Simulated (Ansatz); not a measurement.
**Y: strong compression**

One table from this session's results is given with a row withheld; the runs are named, their logs left out.

Method: DFT LDA, with the methods named in each step, in Ansatz 0.2.0.

## Starting point

Symmetry: Im-3m, No. 229, cubic system. Conventional cell: a = 3.913 Å, b = 3.913 Å, c = 3.913 Å, α = 90.00°, β = 90.00°, γ = 90.00°. Y (site symmetry m-3m) is surrounded by 8 Y at 3.39 Å.

Structure file:

```cif
data_structure
_symmetry_space_group_name_H-M 'P 1'
_symmetry_Int_Tables_number 1
_cell_length_a 3.3891
_cell_length_b 3.3891
_cell_length_c 3.3891
_cell_angle_alpha 109.471
_cell_angle_beta 109.471
_cell_angle_gamma 109.471
_cell_volume 29.97
loop_
_atom_site_label
_atom_site_type_symbol
_atom_site_fract_x
_atom_site_fract_y
_atom_site_fract_z
_atom_site_occupancy
Y1 Y 0.00000 0.00000 0.00000 1
```

Whether this phase is the stable one at these pressures isn't tested.

Set-up of the first run:

input.yaml reads:

```yaml
crystal:
  lattice:
    - [-1.9567158315, 1.9567158315, 1.9567158315]
    - [1.9567158315, -1.9567158315, 1.9567158315]
    - [1.9567158315, 1.9567158315, -1.9567158315]
  atoms:
    - { symbol: "Y", position: [0.0, 0.0, 0.0] }
kpoints:
  mp_grid: { grid: [14, 14, 14] }
scf:
  occupations: { method: fermi_dirac, width: 0.05 }
hamiltonian:
  xc: lda
  pseudopotentials: { kind: paw }
output:
  forces: true
  stress: true
relax:
  f_tol: 0.005
  max_steps: 40
  cell: {}
```

Run with:

```
$ ansatz run input.yaml --threads 1 --pin off --max-ram 2048MiB --backend cpu --events-out ev --progress --plain --runs-dir out
```

Steps of the session up to this table: Cell relaxed at zero pressure, PAW; Volume scaled by 1, PAW; Volume scaled by 0.9, PAW; Volume scaled by 0.8, PAW; Volume scaled by 0.7, PAW; Volume scaled by 0.6, PAW; Volume scaled by 0.5, PAW; Volume scaled by 0.4, PAW; Volume scaled by 0.4, PAW (source ansatz).

One table of the session follows, with a row left open; its other results are not shown here.

| method | volume over the first | volume (Å³/atom) | pressure (GPa) |
| --- | --- | --- | --- |
| PAW | 1 | 29.907 | 0.00 |
| PAW | 0.9 | 26.917 | 5.45 |
| PAW | 0.8 | 23.926 | 13.67 |
| PAW | 0.7 | ? | ? |
| PAW | 0.6 | 17.944 | 47.68 |
| PAW | 0.5 | 14.954 | 84.06 |
| PAW | 0.4 | 11.963 | 164.79 |
| PAW (source ansatz) | 0.4 | 11.963 | 165.16 |

Q: Estimate the row for PAW, 0.7 from the others.

**Answer.** volume (Å³/atom): 20.935; pressure (GPa): 26.29. In the column «volume (Å³/atom)» it lies between PAW, 0.6 (17.944) and PAW, 0.8 (23.926).

To keep in mind: Warnings in the runs' records: written density without core change.
